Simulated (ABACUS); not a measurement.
## HfGe under changes of volume

One of the cells (21.453 Å³/atom); the others are scaled copies at fixed shape and fractional positions:

```
CELL_PARAMETERS angstrom
3.50084 0.00000 0.00000
0.00000 3.50084 0.00000
0.00000 0.00000 3.50084
ATOMIC_POSITIONS crystal
Hf 0.00000 0.00000 0.00000
Ge 0.50000 0.50000 0.50000
```

The cell was built by a generator and needn't be a form met in nature.

```yaml
Program: ABACUS 3.10.1
Functional: PBE
Potentials_or_basis: PseudoDojo NC SR 0.4.1 PBE standard
Cutoff: 1075 eV
Density_cutoff: 4299 eV
Basis: plane waves
k_mesh: 8 × 8 × 8
Occupations: fermi-dirac, width 0.05 eV
Spin: no spin polarisation
```

| volume (Å³/atom) | energy over the lowest point (meV/atom) | pressure (GPa) |
| --- | --- | --- |
| 20.166 | 0.00 | -6.8 |
| 20.595 | 20.66 | -8.5 |
| 21.024 | 45.58 | -10.0 |
| 21.453 | 74.32 | -11.4 |
| 21.882 | ? | ? |
| 22.311 | 141.57 | -13.6 |
| 22.740 | 179.35 | -14.6 |

Q: What does the run at 21.882 Å³/atom give?

A: Energy over the lowest point 106.44 meV/atom; pressure -12.6 GPa.

Worked out: A Birch-Murnaghan fit of order 3 (a polynomial in V^(-2/3)) to the other rows has no minimum within the range. It gives 106.44 meV/atom at 21.882 Å³/atom, against the run's 106.44, and -dE/dV = -12.6 GPa, against -12.6.

Energies are extrapolated to zero smearing.
